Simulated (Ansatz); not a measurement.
# C₈H₁₂O₂: a ladder of functionals and wavefunction methods

An exercise on one series of results from a longer session: the logs are not shown, and one member is left open.

The runs use Ansatz 0.2.0, Gaussian basis; functionals in def2-TZVPP, the program's frozen cores in correlated methods.

Plan: LDA (SPW92), PBE-D4, revPBE-D4, BLYP-D4, r2SCAN-D4, B97M-V, PBE0-D4, B3LYP-D4, r2SCANh-D4, r2SCAN0-D4, HSE06-D4, BHLYP-D4, CAM-B3LYP-D4, LC-ωPBE, ωB97X-V, ωB97M-V, B2PLYP, PBE-QIDH; CCSD(T)/def2-SVP; CCSD(T)/def2-TZVPP; MP2/def2-QZVPP; extrapolation to the limit; RPA on PBE.

### The geometry

All runs share one geometry, relaxed beforehand with PBE0-D4 in a triple-zeta def2 set.

SMILES `CC1(C)C(=O)C(C)(C)C1=O`, 22 atoms, charge 0, spin multiplicity 1.

Atoms are counted from 1 here; the program's logs count them from 0.

Bond lengths: C1–C2 1.521 Å, C1–H11 1.092 Å, C1–H12 1.092 Å, C1–H13 1.092 Å, C2–C3 1.521 Å, C2–C4 1.538 Å, C2–C9 1.538 Å, C3–H14 1.092 Å, C3–H15 1.092 Å, C3–H16 1.092 Å, C4–O5 1.194 Å, C4–C6 1.538 Å, C6–C7 1.521 Å, C6–C8 1.521 Å, C6–C9 1.538 Å, C7–H17 1.092 Å, C7–H18 1.092 Å, C7–H19 1.092 Å and more. Angles: C2–C1–H11 109.8°, C2–C1–H12 109.8°, C2–C1–H13 112.1°, H11–C1–H12 108.9°, H11–C1–H13 108.1°, H12–C1–H13 108.1°, C1–C2–C3 112.1°, C1–C2–C4 114.1°, C1–C2–C9 114.1°, C3–C2–C4 114.2°, C3–C2–C9 114.2°, C4–C2–C9 85.8°, C2–C3–H14 109.8°, C2–C3–H15 112.1°, C2–C3–H16 109.8°, H14–C3–H15 108.1°, H14–C3–H16 108.9°, H15–C3–H16 108.1° and more.

Set-up of the first run:

Input file in.yaml:

```yaml
crystal:
  periodic: [false, false, false]
  atoms:
    - {symbol: C, position_ang: [0.801052, -2.040184, -0.831645]}
    - {symbol: C, position_ang: [-0.203594, -1.090153, -0.198214]}
    - {symbol: C, position_ang: [-1.515108, -1.783691, 0.136375]}
    - {symbol: C, position_ang: [-0.369504, 0.241546, -0.948964]}
    - {symbol: O, position_ang: [-0.791111, 0.517111, -2.031446]}
    - {symbol: C, position_ang: [0.203829, 1.090127, 0.198109]}
    - {symbol: C, position_ang: [-0.801344, 2.039676, 0.831487]}
    - {symbol: C, position_ang: [1.515113, 1.784227, -0.136099]}
    - {symbol: C, position_ang: [0.370021, -0.241603, 0.948742]}
    - {symbol: O, position_ang: [0.792040, -0.517206, 2.031054]}
    - {symbol: H, position_ang: [0.389780, -2.451541, -1.756026]}
    - {symbol: H, position_ang: [1.017495, -2.861721, -0.145303]}
    - {symbol: H, position_ang: [1.742751, -1.542017, -1.071777]}
    - {symbol: H, position_ang: [-1.961051, -2.191400, -0.773431]}
    - {symbol: H, position_ang: [-2.236397, -1.101347, 0.591093]}
    - {symbol: H, position_ang: [-1.333333, -2.601277, 0.837340]}
    - {symbol: H, position_ang: [-0.390321, 2.451327, 1.755846]}
    - {symbol: H, position_ang: [-1.742791, 1.541042, 1.071629]}
    - {symbol: H, position_ang: [-1.018196, 2.861038, 0.145063]}
    - {symbol: H, position_ang: [1.333155, 2.602083, -0.836698]}
    - {symbol: H, position_ang: [1.960859, 2.191652, 0.773932]}
    - {symbol: H, position_ang: [2.236642, 1.102302, -0.591069]}
basis:
  gaussian: {orbitals: def2-TZVPP}
hamiltonian: {xc: lda}
output: {orbitals: {seedname: orbitals}}
```

Launch:

```console
$ ansatz run in.yaml --threads 5 --pin off --events-out ev --progress --plain --max-ram 66560MiB --backend cuda --devices 0, --max-vram 37GiB
```

Among the steps run: LDA; PBE-D4 (GGA); revPBE-D4 (GGA); BLYP-D4 (GGA); r2SCAN-D4 (meta-GGA); B97M-V (meta-GGA); B3LYP-D4 (hybrid); r2SCANh-D4 (hybrid); r2SCAN0-D4 (hybrid); HSE06-D4 (hybrid); BHLYP-D4 (hybrid); CAM-B3LYP-D4 (range-separated); LC-ωPBE (range-separated); ωB97X-V (range-separated); ωB97M-V (range-separated); B2PLYP (double hybrid); PBE-QIDH (double hybrid).

One of the session's tables, all rows but one given; the rest of the session is left out.

It belongs to the step «Frontier levels by functional». 

| functional | HOMO (eV) | gap (eV) |
| --- | --- | --- |
| LDA (SPW92) | -5.57 | 2.83 |
| PBE-D4 | ? | ? |
| revPBE-D4 | -5.33 | 2.97 |
| BLYP-D4 | -5.33 | 3.01 |
| r2SCAN-D4 | -5.65 | 3.36 |
| B97M-V | -5.80 | 3.58 |
| PBE0-D4 | -6.85 | 5.44 |
| B3LYP-D4 | -6.65 | 5.01 |
| r2SCANh-D4 | -6.19 | 4.30 |
| r2SCAN0-D4 | -7.02 | 5.71 |
| HSE06-D4 | -6.45 | 4.65 |
| BHLYP-D4 | -8.26 | 8.05 |
| CAM-B3LYP-D4 | -8.27 | 8.06 |
| LC-ωPBE | -9.52 | 10.52 |
| ωB97X-V | -9.21 | 10.12 |
| ωB97M-V | -9.14 | 9.94 |

**Question.** Estimate the row for PBE-D4.

As computed: HOMO (eV): -5.41; gap (eV): 2.94. In the column «HOMO (eV)» it lies between LDA (SPW92) (-5.57) and revPBE-D4 (-5.33).
